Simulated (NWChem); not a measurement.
# One shape, several levels: C2H5ClSi (SMILES C=C[SiH2]Cl)

We compute a comparison of 5 runs (HF/STO-3G, HF/3-21G, B3LYP/6-31G*, PBE0/6-311G**) of C2H5ClSi. 

Program for the calculation: NWChem 7.3.0.

**1. The molecule**

C2H5ClSi: 9 atoms, total charge 0, spin state singlet. SMILES: `C=C[SiH2]Cl`. The shape is that of a PBE0-D4/def2-TZVP optimisation. This is one conformer, not always the lowest.

Bond lengths: C1–C2 1.330 Å, C2–Si3 1.848 Å, Si3–Cl4 2.061 Å, C1–H5 1.087 Å, C1–H6 1.086 Å, C2–H7 1.088 Å, Si3–H8 1.483 Å, Si3–H9 1.483 Å. Some angles: C1–C2–Si3 121.7°, C2–Si3–Cl4 110.3°, C1–C2–H7 118.8°, Si3–C2–H7 119.5°, C2–C1–H5 121.7°, C2–C1–H6 122.2°, C2–Si3–H8 111.9°, C2–Si3–H9 109.2°, Cl4–Si3–H8 106.4°, Cl4–Si3–H9 108.3°.

**2. Energy and gradient at HF/STO-3G (run 1)**

The input, run.py:

```python
from ase import Atoms
from ase.calculators.nwchem import NWChem

atoms = Atoms(['C', 'C', 'Si', 'Cl', 'H', 'H', 'H', 'H', 'H'], positions=[
    [0.396300, 1.358000, -0.670900],
    [0.503500, 0.462500, 0.307200],
    [-0.556200, -1.050900, 0.359200],
    [0.613200, -2.745400, 0.263100],
    [-0.307800, 1.229100, -1.488500],
    [1.004400, 2.257700, -0.701800],
    [1.229100, 0.635300, 1.099800],
    [-1.324800, -1.144200, 1.623700],
    [-1.469200, -1.048400, -0.808900],
])

calc = NWChem(
    label='calc',
    theory='scf',
    memory='2200 mb',
    basis='STO-3G',
    basispar='spherical bse',
    scf={'nopen': '0', 'rhf': None, 'thresh': '1e-08', 'maxiter': '80'},
)
atoms.calc = calc

forces = atoms.get_forces()
e = atoms.get_potential_energy()
print(f"E = {e:.6f} eV")
print("forces (eV/A):")
for s, f in zip(atoms.symbols, forces):
    print(f"{s:2s} {f[0]:10.5f} {f[1]:10.5f} {f[2]:10.5f}")
print("dipole (e A):", atoms.get_dipole_moment().round(4))
```

On the command line:

```
$ export ASE_NWCHEM_COMMAND="nwchem PREFIX.nwi > PREFIX.nwo"
$ python run.py
```

Standard output:

```text
E = -22256.773737 eV
forces (eV/A):
C     0.18101   -1.07421    1.20312
C    -0.06022    0.99491   -1.06572
Si   -2.17978    0.74079    0.20019
Cl    0.45416   -0.65429   -0.06772
H     0.12753    0.13699    0.06058
H    -0.10860   -0.08284   -0.06047
H    -0.20559   -0.05677   -0.19489
H     0.81293    0.09117   -1.33908
H     0.97851   -0.09575    1.26395
dipole (e A): [-0.3122  0.5533  0.0142]
```

The calculator wrote calc.nwi:

```
title "calc"

permanent_dir calc

scratch_dir calc

start calc

geometry units angstrom nocenter noautosym noautoz
  C  3.9629999999999999e-01 1.3580000000000001e+00 -6.7090000000000005e-01
  C  5.0349999999999995e-01 4.6250000000000002e-01 3.0719999999999997e-01
  Si -5.5620000000000003e-01 -1.0508999999999999e+00 3.5920000000000002e-01
  Cl 6.1319999999999997e-01 -2.7454000000000001e+00 2.6310000000000000e-01
  H  -3.0780000000000002e-01 1.2291000000000001e+00 -1.4884999999999999e+00
  H  1.0044000000000000e+00 2.2576999999999998e+00 -7.0179999999999998e-01
  H  1.2291000000000001e+00 6.3529999999999998e-01 1.0998000000000001e+00
  H  -1.3248000000000000e+00 -1.1442000000000001e+00 1.6236999999999999e+00
  H  -1.4692000000000001e+00 -1.0484000000000000e+00 -8.0889999999999995e-01
end

memory 2200 mb

basis spherical bse noprint
   * library STO-3G
end

scf
  nopen 0
  rhf
  thresh 1e-08
  maxiter 80
end

task scf gradient
```

calc.nwo, shortened:

```text
[...]
      One-electron energy =  -1519.220842138633
[... 1 line left out ...]
 Nuclear repulsion energy =    194.221245475727
[... 41 lines left out ...]
                       ROHF Final Molecular Orbital Analysis
[... 194 lines left out ...]
     1   1 0 0     -0.589995      0.000000     13.545745
[...]
  wavefunction    =   RHF
                         RHF ENERGY GRADIENTS
    atom               coordinates                        gradient
                 x          y          z           x          y          z
   1 C       0.748898   2.566248  -1.267817   -0.003520   0.020890  -0.023397
   2 C       0.951477   0.873998   0.580524    0.001171  -0.019348   0.020725
   3 Si     -1.051066  -1.985913   0.678790    0.042390  -0.014406  -0.003893
[... 5 lines of this table left out ...]
   9 H      -2.776385  -1.981189  -1.528599   -0.019029   0.001862  -0.024580
[...]
```

It took 3.6 s on 1 thread of AMD EPYC 9R14 (Zen 4), shared host; peak memory 0.098 GiB.

**3. Energy and forces at HF/3-21G (run 2)**

The input, run.py:

```python
from ase import Atoms
from ase.calculators.nwchem import NWChem

mol = Atoms(['C', 'C', 'Si', 'Cl', 'H', 'H', 'H', 'H', 'H'], positions=[
    [0.396300, 1.358000, -0.670900],
    [0.503500, 0.462500, 0.307200],
    [-0.556200, -1.050900, 0.359200],
    [0.613200, -2.745400, 0.263100],
    [-0.307800, 1.229100, -1.488500],
    [1.004400, 2.257700, -0.701800],
    [1.229100, 0.635300, 1.099800],
    [-1.324800, -1.144200, 1.623700],
    [-1.469200, -1.048400, -0.808900],
])

calc = NWChem(
    label='work',
    theory='scf',
    memory='2200 mb',
    basis='3-21G',
    basispar='spherical bse',
    scf={'nopen': '0', 'rhf': None, 'thresh': '1e-08', 'maxiter': '80'},
)
mol.calc = calc

forces = mol.get_forces()
print("Total energy (eV):", round(mol.get_potential_energy(), 6))
print("forces (eV/A):")
for s, f in zip(mol.symbols, forces):
    print(f"{s:2s} {f[0]:10.5f} {f[1]:10.5f} {f[2]:10.5f}")
print("dipole (e A):", mol.get_dipole_moment().round(4))
```

On the command line:

```
$ export ASE_NWCHEM_COMMAND="nwchem PREFIX.nwi > PREFIX.nwo"
$ python run.py
```

Standard output:

```text
Total energy (eV): -22392.902372
forces (eV/A):
C     0.03553   -0.02659    0.07081
C     0.57269    1.03328   -0.16702
Si   -1.75128    1.37343    0.24251
Cl    1.29861   -1.98247   -0.12604
H     0.30771    0.10552    0.30144
H    -0.26446   -0.37554   -0.00005
H    -0.29177   -0.08202   -0.30622
H     0.03219   -0.02103   -0.07333
H     0.06068   -0.02458    0.05795
dipole (e A): [-0.2248  0.6933 -0.0384]
```

The calculator wrote work.nwi:

```
title "work"

permanent_dir work

scratch_dir work

start work

geometry units angstrom nocenter noautosym noautoz
  C  3.9629999999999999e-01 1.3580000000000001e+00 -6.7090000000000005e-01
  C  5.0349999999999995e-01 4.6250000000000002e-01 3.0719999999999997e-01
  Si -5.5620000000000003e-01 -1.0508999999999999e+00 3.5920000000000002e-01
  Cl 6.1319999999999997e-01 -2.7454000000000001e+00 2.6310000000000000e-01
  H  -3.0780000000000002e-01 1.2291000000000001e+00 -1.4884999999999999e+00
  H  1.0044000000000000e+00 2.2576999999999998e+00 -7.0179999999999998e-01
  H  1.2291000000000001e+00 6.3529999999999998e-01 1.0998000000000001e+00
  H  -1.3248000000000000e+00 -1.1442000000000001e+00 1.6236999999999999e+00
  H  -1.4692000000000001e+00 -1.0484000000000000e+00 -8.0889999999999995e-01
end

memory 2200 mb

basis spherical bse noprint
   * library 3-21G
end

scf
  nopen 0
  rhf
  thresh 1e-08
  maxiter 80
end

task scf gradient
```

work.nwo, shortened:

```text
[...]
      One-electron energy =  -1522.543639807108
[... 1 line left out ...]
 Nuclear repulsion energy =    194.221245475727
[... 42 lines left out ...]
                       ROHF Final Molecular Orbital Analysis
[... 214 lines left out ...]
     1   1 0 0     -0.424736      0.000000     13.545745
[...]
  wavefunction    =   RHF
                         RHF ENERGY GRADIENTS
    atom               coordinates                        gradient
                 x          y          z           x          y          z
   1 C       0.748898   2.566248  -1.267817   -0.000691   0.000517  -0.001377
   2 C       0.951477   0.873998   0.580524   -0.011137  -0.020094   0.003248
   3 Si     -1.051066  -1.985913   0.678790    0.034057  -0.026709  -0.004716
[... 5 lines of this table left out ...]
   9 H      -2.776385  -1.981189  -1.528599   -0.001180   0.000478  -0.001127
[...]
```

It took 3.6 s on 1 thread of AMD EPYC 9R14 (Zen 4), shared host; peak memory 0.098 GiB.

Runs 3 to 4 aren't shown in full; the table further down has their settings and results.

**4. Energy and forces at B3LYP/6-31G(d) (spherical functions) (run 5)**

The input, c2h5clsi.nw:

```
start c2h5clsi
memory 2200 mb

geometry noautosym nocenter noautoz
  C     0.396300    1.358000   -0.670900
  C     0.503500    0.462500    0.307200
  Si   -0.556200   -1.050900    0.359200
  Cl    0.613200   -2.745400    0.263100
  H    -0.307800    1.229100   -1.488500
  H     1.004400    2.257700   -0.701800
  H     1.229100    0.635300    1.099800
  H    -1.324800   -1.144200    1.623700
  H    -1.469200   -1.048400   -0.808900
end

basis spherical bse
  * library 6-31G*
end

dft
  xc b3lyp
  mult 1
  grid xfine
  convergence energy 1e-08
  iterations 100
  mulliken
end

task dft gradient
```

On the command line:

```
$ nwchem c2h5clsi.nw > c2h5clsi.out
```

Standard output:

```text
[...]
          Wavefunction type:  closed shell.
          No. of atoms     :     9
          No. of electrons :    48
[...]
          Charge           :     0
          Spin multiplicity:     1
[...]
          AO basis - number of functions:    74
[...]
              XC Information
              --------------
                         B3LYP Method XC Potential
                     Hartree-Fock (Exact) Exchange  0.200
                        Slater Exchange Functional  0.800 local
                    Becke 1988 Exchange Functional  0.720 non-local
              Lee-Yang-Parr Correlation Functional  0.810
                  VWN I RPA Correlation Functional  0.190 local
[...]
 d= 0,ls=0.0,diis     1   -828.8857394979 -1.02D+03  1.07D-02  3.44D-01     2.8
[...]
 d= 0,ls=0.0,diis     8   -828.9289316815  2.78D-09  5.72D-06  2.23D-07    18.7
         Total DFT energy =     -828.928931681504
      One electron energy =    -1528.529165943311
           Coulomb energy =      567.348756724200
    Exchange-Corr. energy =      -61.969767938119
 Nuclear repulsion energy =      194.221245475727
[...]
      Total Density - Mulliken Population Analysis
     ---------------------------------------------
    Atom       Charge   Shell Charges
 -----------   ------   -------------------------------------------------------
    1 C    6     6.30   2.00  0.70  2.04  0.58  0.96  0.03
    2 C    6     6.24   2.00  0.69  2.06  0.57  0.90  0.03
    3 Si  14    13.54   2.00  2.00  5.96  1.02  1.86  0.18  0.29  0.22
    4 Cl  17    17.27   2.00  2.00  5.97  1.40  3.65  0.55  1.68  0.02
    5 H    1     0.84   0.53  0.31
    6 H    1     0.84   0.53  0.31
    7 H    1     0.84   0.53  0.31
    8 H    1     1.06   0.51  0.55
    9 H    1     1.07   0.51  0.55
[...]
  wavefunction    = closed shell
                         DFT ENERGY GRADIENTS
    atom               coordinates                        gradient
                 x          y          z           x          y          z
   1 C       0.748898   2.566248  -1.267817    0.000582  -0.006147   0.006416
   2 C       0.951477   0.873998   0.580524   -0.001419   0.004306  -0.006625
   3 Si     -1.051066  -1.985913   0.678790    0.006003  -0.003822  -0.001157
   4 Cl      1.158780  -5.188054   0.497187   -0.005117   0.008609   0.000477
   5 H      -0.581658   2.322662  -2.812857    0.000639  -0.000728   0.001584
   6 H       1.898041   4.266434  -1.326210   -0.000698  -0.001833   0.000747
   7 H       2.322662   1.200543   2.078321   -0.001208  -0.000419  -0.001330
   8 H      -2.503509  -2.162224   3.068348    0.000695   0.000108  -0.000250
   9 H      -2.776385  -1.981189  -1.528599    0.000523  -0.000074   0.000137
[...]
```

Run time: 26 s. Hardware: 1 thread of AMD EPYC 9R14 (Zen 4), shared host; peak memory 0.14 GiB.

**5. All runs side by side**

| run | level | Cartesian functions | iteration cap | energy (Eh) | dipole moment (D) | HOMO energy (eV) | LUMO energy (eV) | wall time |
| --- | --- | --- | --- | --- | --- | --- | --- | --- |
| 1 | HF/STO-3G | no | 80 | -817.921355 | 3.05 | -9.20 | 7.39 | 3.6 s |
| 2 | HF/3-21G | no | 80 | -822.923990 | 3.51 | -10.96 | 2.92 | 3.6 s |
| 3 | B3LYP/6-31G* (Cartesian functions) | yes | 100 | -828.935498 | – | – | – | 28 s |
| 4 | PBE0/6-311G** | no | 100 | -828.595266 | – | – | – | 29 s |
| 5 | B3LYP/6-31G* (spherical functions) | no | 100 | -828.928932 | 2.37 | -7.93 | -0.81 | 26 s |

**6. Outcome**

```
                       quantity          value
            run 5: total energy  -828.92893 Eh
           run 5: dipole moment         2.37 D
             run 5: HOMO energy       -7.93 eV
             run 5: LUMO energy       -0.81 eV
           run 5: HOMO–LUMO gap        7.12 eV
run 5: largest force on an atom     0.516 eV/Å
```

What this shows: Over runs 1, 2, 5 the dipole moment (its size) runs from 2.37 D (B3LYP/6-31G*) to 3.51 D (HF/3-21G). The two ends differ in method and basis. Over runs 1, 2, 5 the HOMO–LUMO gap runs from 7.12 eV (B3LYP/6-31G*) to 16.59 eV (HF/STO-3G). Totals of different functionals can't be ranked against each other. In run 1 the basis is minimal, so the values are rough. All runs together took 90 s, the longest 29 s.
